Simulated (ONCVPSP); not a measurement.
**Pseudopotential generation for Cs: ONCV, PBEsol**

Do these settings give a usable potential? It is generated, then checked for transferability, scattering, ghosts and hardness.

Method: ONCVPSP 4.0.1, PBEsol, scalar-relativistic.

## (1) The design

The settings as typed:

| Item | Value |
| --- | --- |
| element | caesium (Cs, Z = 55) |
| type | optimised norm-conserving Vanderbilt (ONCV) |
| frozen core | [Kr] 4d10 |
| valence charge | 9 |
| reference configuration | 5s2 5p6 6s0.75 6p0.25 |
| partial waves | 5s+6s: rc 3.10 bohr, ncon 3, nbas 7, qcut 3 1/bohr, 2 projectors; 5p+6p: rc 4.00 bohr, ncon 3, nbas 6, qcut 3.8 1/bohr, 2 projectors; d scattering state at 0.12 Ha: rc 3.55 bohr, ncon 5, nbas 10, qcut 2.9 1/bohr, 2 projectors, debl 2.7 Ha; f scattering state at 0.03 Ha: rc 4.20 bohr, ncon 4, nbas 7, qcut 3.1 1/bohr, 2 projectors, debl 3.8 Ha |
| local potential | polynomial inside 2.90 bohr (lpopt 5, dvloc0 0 Ha) |
| core correction | Teter function, fcfact 2.75, rcfact 1.45 |

The nodes and maxima of the atom's own shells, from an earlier all-electron run, set the scale for the radii.

All-electron outer shells of the reference configuration (PBEsol, scalar-relativistic, ld1.x):

```json
{"shell": "4d", "level (eV)": "-74.53", "outermost node (bohr)": "0.33", "outermost maximum (bohr)": "0.72"}
{"shell": "5s", "level (eV)": "-27.12", "outermost node (bohr)": "0.82", "outermost maximum (bohr)": "1.54"}
{"shell": "5p", "level (eV)": "-13.87", "outermost node (bohr)": "0.89", "outermost maximum (bohr)": "1.79"}
{"shell": "6s", "level (eV)": "-2.24", "outermost node (bohr)": "2.10", "outermost maximum (bohr)": "4.80"}
{"shell": "6p", "level (eV)": "-0.89", "outermost node (bohr)": "2.60", "outermost maximum (bohr)": "6.72"}
{"shell": "5d", "level (eV)": "-0.57", "outermost node (bohr)": "1.06", "outermost maximum (bohr)": "3.25"}
```

## (2) The generation run

Contents of Cs.dat:

```
# ATOM AND REFERENCE CONFIGURATION
# atsym  z   nc   nv     iexc    psfile
  Cs 55.00    9    4  -116133      upf
#
#   n    l    f
    1    0    2.00
    2    0    2.00
    2    1    6.00
    3    0    2.00
    3    1    6.00
    3    2   10.00
    4    0    2.00
    4    1    6.00
    4    2   10.00
    5    0    2.00
    5    1    6.00
    6    0    0.75
    6    1    0.25
#
# PSEUDOPOTENTIAL AND OPTIMIZATION
# lmax
    3
#
#   l,   rc,      ep,       ncon, nbas, qcut
    0    3.10    0.00    3    7    3.00
    1    4.00    0.00    3    6    3.80
    2    3.55    0.12    5   10    2.90
    3    4.20    0.03    4    7    3.10
#
# LOCAL POTENTIAL
# lloc, lpopt,  rc(5),   dvloc0
    4    5    2.90    0.00
#
# VANDERBILT-KLEINMAN-BYLANDER PROJECTORs
# l, nproj, debl
    0    2    1.20
    1    2    3.90
    2    2    2.70
    3    2    3.80
#
# MODEL CORE CHARGE
# icmod, fcfact, rcfact
    3    2.75    1.45
#
# LOG DERIVATIVE ANALYSIS
# epsh1, epsh2, depsh
   -2.00    5.00    0.02
#
# OUTPUT GRID
# rlmax, drl
    6.00    0.01
#
# TEST CONFIGURATIONS
# ncnf
    4
# nvcnf
#   n    l    f
    4
    5    0    2.00
    5    1    6.00
    6    0    1.00
    6    1    0.00
#
    4
    5    0    2.00
    5    1    6.00
    6    0    0.00
    6    1    0.00
#
    4
    5    0    2.00
    5    1    6.00
    6    0    0.50
    6    1    0.00
#
    5
    5    0    2.00
    5    1    6.00
    6    0    0.00
    6    1    0.00
    5    2    1.00
#
```

Started as:

```console
$ oncvpsp.x < Cs.dat > Cs.out
```

Before running it: what results should come out? Wanted: cutoffs for 1 and 0.1 mHa per electron, occupied waves; bound ghosts; GHOST(+) flags; largest test error; largest phase difference near zero energy, channels read; rms error of d²Exc/dn², without and with the model core; projector energies reset by the program.

**Answer**, as computed:

| quantity | value |
| --- | --- |
| cutoffs for 1 and 0.1 mHa per electron, occupied waves | 3.9 Ha and 4.8 Ha |
| bound ghosts | none found |
| GHOST(+) flags | f at 100 eV |
| largest test error (AE − PS) | -2.7 meV, for 5s2 5p6 5d1 6s0 6p0 |
| largest phase difference near zero energy, channels read | 0.526 rad |
| rms error of d²Exc/dn², without and with the model core | 3.44 and 0.61 mHa |
| projector energies reset by the program | d: 0.050, 2.750 Ha |

What this shows: By total energies transferability is very good: the largest error is 2.7 meV on 1.3 eV, for 5s2 5p6 5d1 6s0 6p0. By its cutoff, 3.9 Ha for the looser tolerance, it is soft on the atom at that tolerance. At the looser tolerance the 5p wave is the slowest; 6p needs 3 Ha. The program's ghost test flags no bound state. Of the channels read, f scatters worst near zero energy, by up to 0.53 rad. The program also flags highly localised states, GHOST(+) (f). These are tests on the free atom; a crystal test is still owed.
